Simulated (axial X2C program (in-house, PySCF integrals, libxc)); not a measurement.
# SnBr: bond curves with and without spin–orbit coupling

What are the state, bond length, wavenumber and bond energy of SnBr, and what does spin–orbit coupling change?

Computed with an in-house X2C program for linear molecules on PySCF integrals. Level: all-electron X2C, Sn dyall-cv3z, Br dyall-cv3z.

All values are calculated.

### 1 The job

Input file task.json:

```json
{
 "zs": [
  50,
  35
 ],
 "q": 0,
 "bas": [
  "dyall-cv3z",
  "dyall-cv3z"
 ],
 "levels": [
  "PBE0",
  "HF",
  "TPSSh"
 ],
 "cc": true,
 "r0": 2.54,
 "thr": -1.0,
 "nmax": 90,
 "npts": 10,
 "nst": 2,
 "ntry": 6
}
```

Keys: zs atomic numbers; q charge; bas basis sets; levels methods (HF also brings MP2); cc coupled cluster on or off; r0 starting distance in Å; thr threshold in hartree for freezing inner shells (an s shell follows its p shell); nmax most natural virtual spinors; npts points asked for on the curve; nst determinants followed; ntry starts of the search.

Run with:

```sh
python so2c.py task.json out
```

Spin-free means the one-electron spin-free X2C Hamiltonian; two-component (2c) means X2C with spin–orbit coupling and atomic mean-field two-electron Coulomb and Gaunt terms. Basis: Sn dyall-cv3z contracted to [11s12p9d4f1g], Br dyall-cv3z contracted to [8s9p6d4f1g]; Gaussian nuclei, density fitting. Masses: Sn 119.902 u, Br 78.918 u.

Notation: σ, π±, δ± give the projection m of an orbital's angular momentum (0, ±1, ±2), α and β its spin, Λ and M_S the sums; ω is the projection of a spinor's total angular momentum and Ω the sum. Logs are in hartree.

The results follow Hamiltonian by Hamiltonian and level by level.

### 2 Which state to follow

Determinants are compared with PBE0 at 2.540 Å.

Spin-free determinants:

```csv
ΔE (eV),state,open shells
0.00,"M_S = 1/2, Λ = 1",beyond closed shells: π+α
2.26,"M_S = 1/2, Λ = 0",beyond closed shells: σα
3.10,"M_S = 3/2, Λ = 0","beyond closed shells: σα, π+α, π-α"
3.75,"M_S = 1/2, Λ = 0","beyond closed shells: σβ, π+α, π-α"
3.99,"M_S = 3/2, Λ = 1","beyond closed shells: 2 × π+α, π+β, 2 × π-α"
4.22,"M_S = 1/2, Λ = 0","beyond closed shells: σα, π+β, π-α"
```

Two-component determinants:

```
ΔE (eV)    state                                  open shells
   0.00  Ω = 1/2                excess of +ω over −ω: ω = 1/2
   0.32  Ω = 3/2                excess of +ω over −ω: ω = 3/2
   3.85  Ω = 1/2  excess of +ω over −ω: 2 × ω = -1/2, ω = 3/2
   3.99  Ω = 5/2  excess of +ω over −ω: ω = -1/2, 2 × ω = 3/2
   4.34  Ω = 5/2   excess of +ω over −ω: 2 × ω = 1/2, ω = 3/2
   4.46  Ω = 3/2                excess of +ω over −ω: ω = 3/2
   4.75  Ω = 7/2   excess of +ω over −ω: ω = 1/2, 2 × ω = 3/2
```

### 3 PBE0, spin-free

State followed: M_S = 1/2, Λ = 1 (beyond closed shells: π+α). The scan is laid around 2.527 Å, a first estimate of the minimum, and this SCF restarts from the orbitals of the search.

The SCF at the reference distance of 2.527 Å:

```text
spin-free X2C-1e  PBE0
basis functions 231  fitting functions 1226  grid points 5801
iter        total energy     max residual
   1      -8782.322730374     3.94e-01
   2      -8782.354217542     1.44e-03
   3      -8782.354226813     6.36e-04
   4      -8782.354234271     1.52e-04
   5      -8782.354234709     7.42e-05
   6      -8782.354234770     1.60e-05
   7      -8782.354234775     4.10e-06
   8      -8782.354234776     9.99e-07
converged
one-electron -12847.89287110  Coulomb 3958.15137091  exact exchange -63.77674862  xc functional -195.30219852  nuclear repulsion 366.46621255
```

Along the bond, energies from the lowest point:

| R (Å) | E (eV) | μ (D) | HOMO (eV) | LUMO (eV) | iterations |
| --- | --- | --- | --- | --- | --- |
| 2.375 | 0.1215 | -1.56 | -4.77 | -3.11 | 10 |
| 2.451 | 0.0223 | -2.03 | -4.89 | -3.22 | 9 |
| 2.527 | 0.0000 | -2.49 | -5.01 | -3.33 | 8 |
| 2.615 | 0.0456 | -3.03 | -5.14 | -3.46 | 10 |
| 2.704 | 0.1460 | -3.57 | -5.27 | -3.58 | 10 |
| 2.818 | 0.3281 | -4.23 | -5.43 | -3.74 | 11 |

Dipoles are positive if Br is the positive end.

Outer orbitals at the reference distance:

```tsv
symmetry	occupied	ε (eV)	atomic character
δ+α	yes	-29.14	100% Sn d
σα	yes	-29.12	99% Sn d
δ-α	yes	-29.10	100% Sn d
π+α	yes	-29.07	100% Sn d
σβ	yes	-29.07	99% Sn d
π-α	yes	-29.05	100% Sn d
π+β	yes	-28.99	100% Sn d
π-β	yes	-28.99	100% Sn d
δ-β	yes	-28.99	100% Sn d
δ+β	yes	-28.99	100% Sn d
σα	yes	-21.60	84% Br s, 6% Sn p, 4% Sn d
σβ	yes	-21.56	84% Br s, 6% Sn p, 5% Sn d
σα	yes	-12.95	71% Sn s, 24% Br p, 3% Br s
σβ	yes	-12.26	65% Sn s, 30% Br p, 3% Br s
σα	yes	-8.55	54% Br p, 25% Sn p, 17% Sn s
π+α	yes	-8.51	87% Br p, 10% Sn p, 3% Sn d
π-α	yes	-8.38	88% Br p, 8% Sn p, 3% Sn d
π-β	yes	-8.32	90% Br p, 6% Sn p, 3% Sn d
π+β	yes	-8.32	90% Br p, 6% Sn p, 3% Sn d
σβ	yes	-8.29	48% Br p, 24% Sn p, 24% Sn s
π+α	yes	-5.01	88% Sn p, 9% Br p
π-α	no	-3.33	90% Sn p, 7% Br p
π-β	no	-2.51	92% Sn p, 6% Br p
π+β	no	-2.51	92% Sn p, 6% Br p
σα	no	-1.07	63% Sn p, 13% Sn d, 12% Br p
```

PBE0 fields in the half plane through the axis: z from -2.4 to 4.8 Å across, distance from the axis 0.15 to 2.25 Å upwards; Sn lies at z = 0 and Br at z = 2.527 Å; the ELF is damped to zero where the density is low.

log10 density (e/bohr³). Ten even steps from '0' (-4.58 ) to '9' (1.82 ):
```
0111222222222222222211100
1122233333322233333222110
1122333333333333333332210
1223344444443444444433211
1233444555444445555443221
2233455666544555665544321
2234456777655556776554322
2234456898655567986554322
```

ELF. Ten even steps from '0' (0.00 ) to '9' (0.85 ):
```
0001356664200001111100000
0014678876310013444310000
0136889886421246776542000
0147888765422468998763100
0257875333323689999975210
1368743343224798669986310
1467634898424872333897410
1477537484724844683697420
```

Re = 2.515 Å, ωe = 244.0 cm⁻¹, ωexe = 0.536 cm⁻¹, Be = 0.056 cm⁻¹, De = 3.51 eV, μ = -2.42 D.

### 4 HF, spin-free

Output at 2.527 Å:

```text
spin-free X2C-1e  HF
basis functions 231  fitting functions 1226  grid points 5801
iter        total energy     max residual
   1      -8778.382282106     2.37e-01
   2      -8778.416013072     5.34e-03
   3      -8778.417085968     2.97e-03
   4      -8778.417257506     1.05e-03
   5      -8778.417304544     4.66e-04
   6      -8778.417316868     2.55e-04
   7      -8778.417319923     1.31e-04
   8      -8778.417321263     5.26e-05
   9      -8778.417321583     3.86e-05
  10      -8778.417321689     1.73e-05
  11      -8778.417321704     5.25e-06
  12      -8778.417321706     1.12e-06
converged
one-electron -12846.91790512  Coulomb 3957.28047658  exact exchange -255.24610572  xc functional 0.00000000  nuclear repulsion 366.46621255
```

Re = 2.540 Å, ωe = 238.9 cm⁻¹, ωexe = 0.525 cm⁻¹, Be = 0.05491 cm⁻¹, De = 2.22 eV, μ = -2.98 D.

### 5 TPSSh, spin-free

Output at 2.527 Å:

```text
spin-free X2C-1e  TPSSh
basis functions 231  fitting functions 1226  grid points 5801
iter        total energy     max residual
   1      -8782.651263255     8.38e-02
   2      -8782.652410113     6.09e-03
   3      -8782.652315219     6.90e-03
   4      -8782.652640004     9.84e-04
   5      -8782.652664155     3.94e-04
   6      -8782.652668726     5.18e-05
   7      -8782.652668763     2.34e-05
   8      -8782.652668776     5.44e-06
   9      -8782.652668776     1.39e-06
converged
one-electron -12847.02441645  Coulomb 3957.24136614  exact exchange -25.50593974  xc functional -233.82989127  nuclear repulsion 366.46621255
```

Re = 2.524 Å, ωe = 239.9 cm⁻¹, ωexe = 0.531 cm⁻¹, Be = 0.0556 cm⁻¹, De = 3.52 eV, μ = -2.37 D.

### 6 MP2 and beyond, spin-free

Correlated methods: 11 electrons correlated (frozen shells, counted by type: Sn 4 s, 3 p, 2 d; Br 3 s, 2 p, 1 d), 273 virtual spinors in MP2, 90 natural virtuals in coupled cluster.

Output of the correlated part at 2.527 Å:

```text
correlated 11  virtual 273  natural virtual 90  E(MP2) -0.225678710  MP2 remainder -0.006982344
iter   CCSD correlation   residual
   1     -0.235507687   1.12e-01
   2     -0.241990707   4.19e-02
   3     -0.242963889   1.61e-02
   4     -0.242972568   6.07e-03
   5     -0.243011294   1.78e-03
   6     -0.243013076   7.29e-04
   7     -0.243013229   2.70e-04
   8     -0.243015338   9.13e-05
   9     -0.243014544   2.82e-05
  10     -0.243014476   9.53e-06
  11     -0.243014364   3.76e-06
  12     -0.243014355   1.61e-06
(T) -0.010158322  T1 0.0199  D1 0.0306  max T2 0.074
```

T1 in the output is the amplitude norm over the root of the electron number; divide by √2 for the Lee–Taylor value.

MP2: Re = 2.528 Å, ωe = 245.4 cm⁻¹, Be = 0.05544 cm⁻¹, De = 3.40 eV.

CCSD: Re = 2.533 Å, ωe = 243.0 cm⁻¹, ωexe = 0.516 cm⁻¹, Be = 0.05521 cm⁻¹, De = 3.19 eV. T1 at Re = 0.014 (Lee–Taylor, the printed value over √2).

CCSD(T): Re = 2.535 Å, ωe = 242.3 cm⁻¹, ωexe = 0.516 cm⁻¹, Be = 0.05512 cm⁻¹, De = 3.30 eV. T1 at Re = 0.014 (Lee–Taylor, the printed value over √2).

### 7 A higher determinant, spin-free

State: M_S = 1/2, Λ = 0 (beyond closed shells: σα).

Output at the reference distance:

```text
spin-free X2C-1e  PBE0
basis functions 231  fitting functions 1226  grid points 5801
iter        total energy     max residual
   1      -8782.235027113     5.10e-01
   2      -8782.269963697     1.73e-03
   3      -8782.269974936     9.08e-04
   4      -8782.269987728     1.90e-04
   5      -8782.269988263     1.28e-04
   6      -8782.269988655     1.93e-05
   7      -8782.269988665     3.54e-06
   8      -8782.269988666     1.83e-06
converged
one-electron -12846.85147379  Coulomb 3957.18333534  exact exchange -63.77060573  xc functional -195.29745703  nuclear repulsion 366.46621255
```

```
R (Å)  E above the lowest PBE0 point (eV)
2.375                               2.742
2.451                               2.479
2.527                               2.292
2.615                               2.152
2.704                               2.075
2.818                               2.049
```

No constants are quoted: the lowest point is the long end of the scan.

### 8 The spin-free curves together

Energy (eV) of the followed determinant, spin-free, from each level's lowest point:

```csv
R (Å),PBE0,HF,MP2,CCSD,CCSD(T),TPSSh
2.375,0.122,0.168,0.150,0.158,0.162,0.136
2.451,0.022,0.043,0.034,0.038,0.040,0.029
2.527,0.000,0.000,0.000,0.000,0.000,0.000
2.615,0.046,0.025,0.036,0.032,0.030,0.038
2.704,0.146,0.109,0.132,0.122,0.119,0.130
2.818,0.328,0.273,0.312,0.296,0.291,0.303
```

### 9 PBE0, 2c

State followed: Ω = 1/2 (excess of +ω over −ω: ω = 1/2). The scan is laid around 2.527 Å, a first estimate of the minimum, and this SCF restarts from the orbitals of the search.

The SCF at the reference distance of 2.527 Å:

```text
two-component X2C + atomic mean field  PBE0
basis functions 231  fitting functions 1226  grid points 5801
iter        total energy     max residual
   1      -8778.826535471     3.95e-01
   2      -8778.858096598     1.44e-03
   3      -8778.858105820     6.28e-04
   4      -8778.858113132     1.57e-04
   5      -8778.858113612     7.85e-05
   6      -8778.858113679     1.58e-05
   7      -8778.858113685     4.12e-06
   8      -8778.858113685     9.71e-07
converged
one-electron -12838.27554490  Coulomb 3956.40996618  exact exchange -63.74320303  xc functional -195.20335049  nuclear repulsion 366.46621255  atomic mean-field constant -4.51219398
```

Along the bond, energies from the lowest point:

| R (Å) | E (eV) | μ (D) | HOMO (eV) | LUMO (eV) | iterations |
| --- | --- | --- | --- | --- | --- |
| 2.375 | 0.1270 | -1.59 | -4.89 | -2.93 | 10 |
| 2.451 | 0.0250 | -2.06 | -5.01 | -3.04 | 10 |
| 2.527 | 0.0000 | -2.52 | -5.13 | -3.15 | 8 |
| 2.615 | 0.0423 | -3.06 | -5.26 | -3.27 | 10 |
| 2.704 | 0.1395 | -3.59 | -5.39 | -3.39 | 10 |
| 2.818 | 0.3174 | -4.26 | -5.55 | -3.54 | 11 |

Dipoles are positive if Br is the positive end.

Outer spinors at the reference distance:

```tsv
ω	occupied	ε (eV)	atomic character	λ mixture
3/2	yes	-29.64	100% Sn d	84% δ, 16% π
1/2	yes	-29.60	100% Sn d	60% π, 40% σ
-1/2	yes	-29.57	100% Sn d	54% π, 46% σ
-3/2	yes	-29.53	100% Sn d	78% δ, 22% π
-5/2	yes	-28.62	100% Sn d	100% δ
1/2	yes	-28.59	100% Sn d	60% σ, 40% π
-1/2	yes	-28.59	100% Sn d	54% σ, 46% π
-3/2	yes	-28.56	100% Sn d	78% π, 22% δ
3/2	yes	-28.54	100% Sn d	84% π, 16% δ
5/2	yes	-28.50	100% Sn d	100% δ
-1/2	yes	-21.58	84% Br s, 6% Sn p, 4% Sn d	100% σ
1/2	yes	-21.54	84% Br s, 6% Sn p, 5% Sn d	100% σ
-1/2	yes	-12.91	71% Sn s, 24% Br p, 3% Br s	100% σ
1/2	yes	-12.22	64% Sn s, 30% Br p, 3% Br s	100% σ
1/2	yes	-8.69	84% Br p, 9% Sn p, 3% Sn s	91% π, 9% σ
-1/2	yes	-8.66	70% Br p, 15% Sn p, 11% Sn s	58% σ, 42% π
-1/2	yes	-8.32	74% Br p, 16% Sn p, 6% Sn s	58% π, 42% σ
1/2	yes	-8.23	50% Br p, 25% Sn p, 22% Sn s	91% σ, 9% π
-3/2	yes	-8.20	88% Br p, 8% Sn p, 3% Sn d	100% π
3/2	yes	-8.15	90% Br p, 6% Sn p, 3% Sn d	100% π
1/2	yes	-5.13	88% Sn p, 9% Br p	99% π, 1% σ
-3/2	no	-3.15	90% Sn p, 7% Br p	100% π
-1/2	no	-2.62	91% Sn p, 6% Br p	99% π, 1% σ
3/2	no	-2.33	92% Sn p, 6% Br p	100% π
-1/2	no	-1.03	64% Sn p, 13% Sn d, 11% Br p	99% σ, 1% π
```

PBE0 fields in the half plane through the axis: z from -2.4 to 4.8 Å across, distance from the axis 0.15 to 2.25 Å upwards; Sn lies at z = 0 and Br at z = 2.527 Å; the ELF is damped to zero where the density is low.

log10 density (e/bohr³). Ten even steps from '0' (-4.57 ) to '9' (1.82 ):
```
0111222222222222222211100
1112233333322233333222110
1122333333333333333332210
1223344444443444444433211
1233444555444445555443221
2233455666544555665544321
2234456777655556776554322
2234456898655567986554322
```

ELF. Ten even steps from ' ' (0.00 ) to '@' (0.85 ):
```
      ..--++****++==::        ..........          
    ..==**##%%%%##**--..    ..--======--..        
  ..--**%%%%@@%%%%**==::..::==**####**++==::      
  ::==##%%%%%%##**++==::::==**%%@@@@%%##**--..    
  ::++%%%%##++--------::--**%%@@@@@@@@@@##++::..  
..--**%%##++----==--::::==##@@%%****@@@@%%**--..  
..==####**--==%%@@%%==::==%%##::------%%@@##==..  
..==####++--##==%%==##::==%%====**%%--**@@##==::  
```

Re = 2.518 Å, ωe = 242.3 cm⁻¹, ωexe = 0.541 cm⁻¹, Be = 0.05585 cm⁻¹, De = 3.52 eV, μ = -2.47 D.

### 10 HF, 2c

Output at 2.527 Å:

```text
two-component X2C + atomic mean field  HF
basis functions 231  fitting functions 1226  grid points 5801
iter        total energy     max residual
   1      -8774.884372293     2.37e-01
   2      -8774.918033398     5.32e-03
   3      -8774.919104126     2.94e-03
   4      -8774.919274959     1.05e-03
   5      -8774.919322303     4.73e-04
   6      -8774.919334892     2.58e-04
   7      -8774.919338039     1.32e-04
   8      -8774.919339426     5.22e-05
   9      -8774.919339753     3.89e-05
  10      -8774.919339858     1.71e-05
  11      -8774.919339874     5.17e-06
  12      -8774.919339875     1.07e-06
converged
one-electron -12837.29806715  Coulomb 3955.53617143  exact exchange -255.11146272  xc functional 0.00000000  nuclear repulsion 366.46621255  atomic mean-field constant -4.51219398
```

Re = 2.543 Å, ωe = 237.2 cm⁻¹, ωexe = 0.534 cm⁻¹, Be = 0.05477 cm⁻¹, De = 2.13 eV, μ = -3.03 D.

### 11 TPSSh, 2c

Output at 2.527 Å:

```text
two-component X2C + atomic mean field  TPSSh
basis functions 231  fitting functions 1226  grid points 5801
iter        total energy     max residual
   1      -8779.152568917     8.37e-02
   2      -8779.153723089     6.09e-03
   3      -8779.153633856     6.90e-03
   4      -8779.153953582     9.41e-04
   5      -8779.153975612     3.93e-04
   6      -8779.153980197     5.20e-05
   7      -8779.153980235     2.31e-05
   8      -8779.153980247     5.32e-06
   9      -8779.153980248     1.27e-06
converged
one-electron -12837.40256569  Coulomb 3955.49543677  exact exchange -25.49252754  xc functional -233.70834235  nuclear repulsion 366.46621255  atomic mean-field constant -4.51219398
```

Re = 2.527 Å, ωe = 238.3 cm⁻¹, ωexe = 0.536 cm⁻¹, Be = 0.05545 cm⁻¹, De = 3.60 eV, μ = -2.42 D.

### 12 MP2 and beyond, 2c

Correlated methods: 11 electrons correlated (frozen shells, counted by type: Sn 4 s, 3 p, 2 d; Br 3 s, 2 p, 1 d), 273 virtual spinors in MP2, 90 natural virtuals in coupled cluster.

Output of the correlated part at 2.527 Å:

```text
correlated 11  virtual 273  natural virtual 90  E(MP2) -0.225284912  MP2 remainder -0.006981890
iter   CCSD correlation   residual
   1     -0.235082830   1.10e-01
   2     -0.241508260   4.11e-02
   3     -0.242445689   1.55e-02
   4     -0.242453632   5.88e-03
   5     -0.242491470   1.76e-03
   6     -0.242493304   7.37e-04
   7     -0.242493645   2.85e-04
   8     -0.242495712   1.10e-04
   9     -0.242494809   5.10e-05
  10     -0.242494826   3.03e-05
  11     -0.242494601   1.48e-05
  12     -0.242494659   5.97e-06
  13     -0.242494667   2.39e-06
(T) -0.010087463  T1 0.0197  D1 0.0307  max T2 0.067
```

MP2: Re = 2.531 Å, ωe = 244.0 cm⁻¹, Be = 0.05531 cm⁻¹, De = 3.37 eV.

CCSD: Re = 2.536 Å, ωe = 241.6 cm⁻¹, ωexe = 0.521 cm⁻¹, Be = 0.05508 cm⁻¹, De = 2.98 eV. T1 at Re = 0.014 (Lee–Taylor, the printed value over √2).

CCSD(T): Re = 2.538 Å, ωe = 240.9 cm⁻¹, ωexe = 0.52 cm⁻¹, Be = 0.05498 cm⁻¹, De = 3.07 eV. T1 at Re = 0.014 (Lee–Taylor, the printed value over √2).

### 13 A higher determinant, 2c

State: Ω = 3/2 (excess of +ω over −ω: ω = 3/2).

Output at the reference distance:

```text
two-component X2C + atomic mean field  PBE0
basis functions 231  fitting functions 1226  grid points 5801
iter        total energy     max residual
   1      -8778.814917409     3.95e-01
   2      -8778.846466429     1.44e-03
   3      -8778.846475686     6.27e-04
   4      -8778.846483004     1.56e-04
   5      -8778.846483472     7.86e-05
   6      -8778.846483542     1.62e-05
   7      -8778.846483548     4.24e-06
   8      -8778.846483548     1.02e-06
converged
one-electron -12837.93005840  Coulomb 3956.06946071  exact exchange -63.74158446  xc functional -195.19831997  nuclear repulsion 366.46621255  atomic mean-field constant -4.51219398
```

```csv
R (Å),E above the lowest PBE0 point (eV)
2.375,0.438
2.451,0.339
2.527,0.316
2.615,0.362
2.704,0.462
2.818,0.643
```

Re = 2.515 Å, ωe = 243.8 cm⁻¹, ωexe = 0.539 cm⁻¹, Be = 0.05599 cm⁻¹, μ = -2.34 D. Te = 0.32 eV.

### 14 The 2c curves together

Energy (eV) of the followed determinant, 2c, from each level's lowest point:

```
R (Å)   PBE0     HF    MP2   CCSD  CCSD(T)  TPSSh
2.375  0.127  0.173  0.155  0.163    0.167  0.141
2.451  0.025  0.046  0.036  0.041    0.042  0.032
2.527  0.000  0.000  0.000  0.000    0.000  0.000
2.615  0.042  0.022  0.033  0.029    0.027  0.034
2.704  0.139  0.103  0.126  0.116    0.113  0.124
2.818  0.317  0.263  0.302  0.287    0.282  0.292
```

The whole job took 3.3 min on 1 thread of Intel Xeon 6975P-C (Granite Rapids), shared host; peak memory 0.78 GiB.

### 15 Results

Lowest determinant that the search found at its distance, spin-free: M_S = 1/2, Λ = 1 (beyond closed shells: π+α).

Lowest determinant that the search found at its distance, 2c: Ω = 1/2 (excess of +ω over −ω: ω = 1/2).

```csv
Hamiltonian,level,Re (Å),ωe (cm⁻¹),De (eV),μ (D)
spin-free,PBE0,2.515,244.0,3.51,-2.42
spin-free,HF,2.540,238.9,2.22,-2.98
spin-free,MP2,2.528,245.4,3.40,n/a
spin-free,CCSD,2.533,243.0,3.19,n/a
spin-free,CCSD(T),2.535,242.3,3.30,n/a
spin-free,TPSSh,2.524,239.9,3.52,-2.37
2c,PBE0,2.518,242.3,3.52,-2.47
2c,HF,2.543,237.2,2.13,-3.03
2c,MP2,2.531,244.0,3.37,n/a
2c,CCSD,2.536,241.6,2.98,n/a
2c,CCSD(T),2.538,240.9,3.07,n/a
2c,TPSSh,2.527,238.3,3.60,-2.42
```

Dipoles are positive if Br is the positive end.

Time per point (s) on 1 thread of Intel Xeon 6975P-C (Granite Rapids), shared host (2c runs; CCSD comes with the CCSD(T) run); the times are rough: PBE0 1.5, HF 1.3, MP2 1.6, CCSD(T) 8.6, TPSSh 1.9.

In words: At CCSD(T), going from spin-free to two-component changes Re by +3 mÅ, ωe by -0.6 %; the spin-free picture holds up (part of it comes from the scalar share of the two-electron terms). De moves by -0.24 eV; both De rest on single-determinant atoms, which can miss part of an open shell's spin–orbit lowering.

De refers to Sn + Br, each in the lowest determinant found, which need not be this curve's own limit. The state is a single determinant with fixed occupations, the lowest that a limited PBE0 search found. Dissociation energies refer to the lowest single-determinant-based atoms at the same level and basis. Density functionals use the spin component along the axis (collinear). CCSD and (T) use frozen natural virtuals with an MP2 correction for the truncation. The meta-GGAs lack a current-density term, which matters for open shells with orbital currents, atoms included. With the outer-core shells frozen, correlated bond lengths of heavy atoms tend to come out a few hundredths of an ångström too long.
